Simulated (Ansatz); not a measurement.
# Ag: a tetragonal deformation path

An exercise on one series of results from a longer session: the logs are not shown, and one member is left open.

Program: Ansatz 0.2.0. Level of theory: DFT PBEsol, scalar-relativistic, plane waves, PAW. These are calculated values, not measurements.

## The structure to begin with

The structure is cubic, space group Im-3m (No. 229). The conventional cell has a = 3.311 Å, b = 3.311 Å, c = 3.311 Å, α = 90.00°, β = 90.00°, γ = 90.00°. Ag (site symmetry m-3m) has 8 Ag at 2.87 Å in its first shell of neighbours.

As a file:

```cif
data_structure
_symmetry_space_group_name_H-M 'Im-3m'
_symmetry_Int_Tables_number 229
_cell_length_a 3.3113
_cell_length_b 3.3113
_cell_length_c 3.3113
_cell_angle_alpha 90.000
_cell_angle_beta 90.000
_cell_angle_gamma 90.000
_cell_volume 36.31
loop_
_atom_site_label
_atom_site_type_symbol
_atom_site_symmetry_multiplicity
_atom_site_Wyckoff_symbol
_atom_site_fract_x
_atom_site_fract_y
_atom_site_fract_z
_atom_site_occupancy
Ag1 Ag 2 a 0.00000 0.00000 0.00000 1
```

It goes back to an entry of the Materials Project, which need not be the stable form.

The cell is taken as given, not relaxed at this level.

## Zero of energy

Reference values: F = -7522.1761 eV; pressure -7.22 GPa; largest force 0.000 eV/Å; gap on the mesh none (metal). It was computed beforehand with the settings of the runs below.

The first run:

At fixed volume and fractional coordinates, lengths along (0.000, 0.000, 1.000) are scaled against those across it; ρ is that ratio over its starting value.

File input.yaml:

```yaml
crystal:
  lattice:
    - [-1.8585023365, 1.8585023365, 1.3139611519]
    - [1.8585023365, -1.8585023365, 1.3139611519]
    - [1.8585023365, 1.8585023365, -1.3139611519]
  atoms:
    - { symbol: Ag, position: [0.0, 0.0, 0.0] }
basis:
  ecutwfc: 420
kpoints:
  mp_grid: { grid: [22, 22, 22] }
hamiltonian:
  xc: pbesol
scf:
  occupations: { method: gaussian, width: 0.15 }
output:
  forces: true
  stress: true
  eigenvalues: true
```

Started as:

```sh
$ ansatz run input.yaml --threads 1 --pin off --max-ram 2560MiB --backend cpu --events-out ev --progress --plain --runs-dir out
```

Steps of the session up to this table: ρ = 0.707; Point ρ = 1.414; At ρ = 0.850; ρ = 1.200; At ρ = 0.780; ρ = 1.300; At ρ = 0.920; At ρ = 1.100; ρ = 0.650; At ρ = 1.500; ρ = 0.960; Point ρ = 1.050.

One of the session's tables, all rows but one given; the rest of the session is left out.

```
    ρ  ΔE (meV/atom)  pressure (GPa)
0.650          288.6             3.5
0.707          104.5            -2.4
0.780           16.3            -5.9
0.850           -3.3            -7.0
0.920           -2.8            -7.2
0.960           -1.0            -7.3
1.000            0.0            -7.2
1.050              ?               ?
1.100           -4.8            -7.4
1.200          -15.6            -7.6
1.300          -26.8            -7.8
1.414          -33.6            -8.0
1.500          -28.7            -7.9
```

**Question.** Estimate the row for ρ = 1.050.

Worked estimate for «ΔE (meV/atom)». A straight line through the neighbours (1.000, 0.0) and (1.100, -4.8) gives 0.0 + (-4.8 − 0.0) × (1.050 − 1.000) / (1.100 − 1.000) = -2.4; a parabola fitted to 4 rows on both sides gives -1.6.

As computed: ΔE (meV/atom): -1.2; pressure (GPa): -7.3. In «ΔE (meV/atom)» the line misses by -1.2 and the parabola by -0.4.
